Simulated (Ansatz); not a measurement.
# Al (hcp type): how the settings move a relaxation

How sensitive is a relaxation of Al (hcp type) to its settings? A reference run comes first, then two runs with altered input.

Program: Ansatz 0.2.0. Level of theory: reference: DFT, LDA, PAW with Ansatz's default frozen-core files, scalar-relativistic. These are calculated values, not measurements.

2 further runs of the same task are left out: 1 that didn't finish, 1 set aside as unsound or not needed. Runs told in other sessions of the task aren't counted.

**1. The structure to begin with**

Symmetry: P6_3/mmc, No. 194, hexagonal system. Conventional cell: a = 2.264 Å, b = 2.264 Å, c = 3.737 Å, α = 90.00°, β = 90.00°, γ = 120.00°. Al (site symmetry -6m2) has 12 Al at 2.26 to 2.28 Å in its first shell of neighbours.

As a file:

```xyz
2
Lattice="2.2639 0.0000 0.0000 -1.1320 1.9606 0.0000 0.0000 0.0000 3.7370" Properties=species:S:1:pos:R:3 pbc="T T T"
Al    0.0000    1.3071    0.9343
Al    1.1320    0.6535    2.8028
```

**2. Baseline**

Contents of input.yaml:

```yaml
crystal:
  lattice:
    - [2.2639462621, 0.0, 0.0]
    - [-1.1319731311, 1.9606349758, 0.0]
    - [0.0, 0.0, 3.7370344634]
  atoms:
    - { symbol: Al, position: [0.3333333333, 0.6666666667, 0.25] }
    - { symbol: Al, position: [0.6666666667, 0.3333333333, 0.75] }
kpoints:
  mp_grid: { grid: [15, 15, 8] }
scf:
  occupations: { method: fermi_dirac, width: 0.08 }
hamiltonian:
  xc: lda
  pseudopotentials: { kind: paw }
output:
  forces: true
  stress: true
  write_density: true
  write_potential: true
  elf: true
  volumetric_format: npy
relax:
  f_tol: 0.005
  max_steps: 30
  cell: { stress_tol: 0.49, fix: [volume] }
```

Started as:

```sh
ansatz run input.yaml --threads 1 --pin off --max-ram 2048MiB --backend cpu --events-out ev --progress --plain --runs-dir out
```

**3. Variant: lower_state_search full**

Changes to input.yaml since step 2:

```diff
@@ -12,2 +12,3 @@
   occupations: { method: fermi_dirac, width: 0.08 }
+  lower_state_search: full
 hamiltonian:
@@ -18,6 +19,2 @@
   stress: true
-  write_density: true
-  write_potential: true
-  elf: true
-  volumetric_format: npy
 relax:
```

**4. Changing settings: occupations.method tetrahedron_uncorrected, width left out**

Changes to input.yaml since step 2:

```diff
@@ -11,3 +11,3 @@
 scf:
-  occupations: { method: fermi_dirac, width: 0.08 }
+  occupations: { method: tetrahedron_uncorrected }
 hamiltonian:
@@ -18,6 +18,2 @@
   stress: true
-  write_density: true
-  write_potential: true
-  elf: true
-  volumetric_format: npy
 relax:
```

Before running it: what results should come out? Wanted: for each run, ending; energy change; pressure; gap; force.

The runs gave:

| run | ending | energy change | pressure (GPa) | gap (eV) | force (eV/Å) | cycles | time |
| --- | --- | --- | --- | --- | --- | --- | --- |
| reference | converged | 0 | 206.0 | 0.00 | 0.00 | 17 | 6.3 s |
| 1: lower_state_search full | converged | 0.0 meV/atom | 206.0 | 0.00 | 0.00 | 25 | 46 s |
| 2: occupations.method tetrahedron_uncorrected, width left out | converged | +72.0 meV/atom (σ→0) | 206.3 | 0.00 | 0.00 | 15 | 4.8 s |

Times don't compare one to one where runs were asked for different outputs or read a saved state (see the inputs); cycles may leave out searches for a lower state.

The pressure spans 206.0 to 206.3 GPa over the reference and the converged variants. Of the variants the dearest is «lower_state_search full» (46 s), the cheapest «occupations.method tetrahedron_uncorrected, width left out» (4.8 s), on a shared host. The structure is not at rest: the sound run finds 206 GPa, so these are no properties of the relaxed crystal. 
